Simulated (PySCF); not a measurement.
# C5H7FO: the cost of one run

Computed with PySCF 2.14.0 and routines of our own; the level stands in each step. Atoms count from 0.

## Step 1: The starting structure

14 atoms, charge 1, multiplicity 2; geometry from: GFN2-xTB.

## Step 2: Open-shell or spin-flip excitations: unrestricted TDA CAM-B3LYP/def2-SVPD

The job: settings as JSON, then the geometry in Å.

```
{"job": {"kind": "uabs", "xc": "CAM-B3LYP", "basis": "def2-SVPD", "nstates": 10, "tda": true}, "charge": 1, "multiplicity": 2}
F      2.639526     1.157121    -0.447063
C      2.317736     0.175331     0.422096
C      0.922697    -0.253758     0.337971
C      0.020982     0.269365    -0.546148
C     -1.364095    -0.145392    -0.594275
C     -2.263219    -0.105513     0.623761
O     -1.718648    -1.266040     0.148791
H      2.999558    -0.678306     0.232328
H      2.580246     0.525060     1.439086
H      0.625588    -1.040545     1.021949
H      0.339848     1.012739    -1.267752
H     -1.886522     0.014609    -1.536401
H     -1.906730     0.228732     1.594661
H     -3.307646     0.106121     0.404467
```

With the program's defaults for keys left out, this is: unrestricted TDA CAM-B3LYP/def2-SVPD, vertical, gas phase, core orbitals frozen in the response.

Started as:

```sh
OMP_NUM_THREADS=1 python excited_run.py task.json out
```

This one command runs all jobs of the session in turn.

**Question.** How long does this first job take on 1 thread of Arm Neoverse V2, shared host, and how much memory does it need?

About 71 s, with a peak of 0.78 GiB.
